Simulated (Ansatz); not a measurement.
# C2H6BrFSi: the cost of one run

Method: functionals in def2-TZVPP, the program's frozen cores in correlated methods; program: Ansatz 0.2.0, Gaussian basis.

Plan: PBE-D4, r2SCAN-D4, PBE0-D4, B3LYP-D4, ωB97X-V, ωB97M-V, B2PLYP; CCSD(T)/def2-TZVPP; MP2/def2-QZVPP; extrapolation to the limit.

## 1. The geometry

The geometry comes from an earlier relaxation with PBE0-D4 in a triple-zeta def2 set; it is a stationary point, not always the lowest conformer.

SMILES `C[Si](C)(F)Br`, 11 atoms, charge 0, spin multiplicity 1.

Atoms are counted from 1 here; the program's logs count them from 0.

Bond lengths: C1–Si2 1.848 Å, C1–H6 1.092 Å, C1–H7 1.092 Å, C1–H8 1.093 Å, Si2–C3 1.848 Å, Si2–F4 1.599 Å, Si2–Br5 2.225 Å, C3–H9 1.092 Å, C3–H10 1.092 Å, C3–H11 1.093 Å. Angles: Si2–C1–H6 110.6°, Si2–C1–H7 110.6°, Si2–C1–H8 110.2°, H6–C1–H7 108.3°, H6–C1–H8 108.5°, H7–C1–H8 108.5°, C1–Si2–C3 115.1°, C1–Si2–F4 108.4°, C1–Si2–Br5 109.0°, C3–Si2–F4 108.4°, C3–Si2–Br5 109.0°, F4–Si2–Br5 106.5°, Si2–C3–H9 110.7°, Si2–C3–H10 110.6°, Si2–C3–H11 110.2°, H9–C3–H10 108.3°, H9–C3–H11 108.5°, H10–C3–H11 108.5°.

As a file:

```xyz
11
charge 0, multiplicity 1
C    -1.5331    0.3023    0.3255
Si    0.1002    0.2965   -0.5390
C     1.3938   -0.7707    0.2374
F    -0.1260   -0.1977   -2.0425
Br    0.8613    2.3833   -0.6660
H    -1.4262    0.6714    1.3479
H    -2.2423    0.9457   -0.1986
H    -1.9448   -0.7099    0.3630
H     1.6066   -0.4390    1.2559
H     2.3211   -0.7292   -0.3372
H     1.0547   -1.8096    0.2742
```

## 2. PBE-D4 (GGA)

in.yaml

```yaml
crystal:
  periodic: [false, false, false]
  atoms:
    - {symbol: C, position_ang: [-1.533060, 0.302340, 0.325535]}
    - {symbol: Si, position_ang: [0.100241, 0.296478, -0.539026]}
    - {symbol: C, position_ang: [1.393837, -0.770742, 0.237396]}
    - {symbol: F, position_ang: [-0.126021, -0.197724, -2.042493]}
    - {symbol: Br, position_ang: [0.861293, 2.383286, -0.666023]}
    - {symbol: H, position_ang: [-1.426197, 0.671386, 1.347858]}
    - {symbol: H, position_ang: [-2.242318, 0.945717, -0.198584]}
    - {symbol: H, position_ang: [-1.944755, -0.709944, 0.363003]}
    - {symbol: H, position_ang: [1.606557, -0.439013, 1.255941]}
    - {symbol: H, position_ang: [2.321069, -0.729180, -0.337235]}
    - {symbol: H, position_ang: [1.054655, -1.809607, 0.274228]}
basis:
  gaussian: {orbitals: def2-TZVPP}
hamiltonian: {xc: pbe, dispersion: d4}
output: {forces: true, orbitals: {seedname: orbitals}}
```

On the command line:

```console
ansatz run in.yaml --threads 2 --pin off --events-out ev --progress --plain --max-ram 32768MiB --backend cpu
```

What time and memory should one allow on 2 threads of AMD EPYC 7R13, shared host?

About 4.3 s, with a peak of 0.41 GiB.
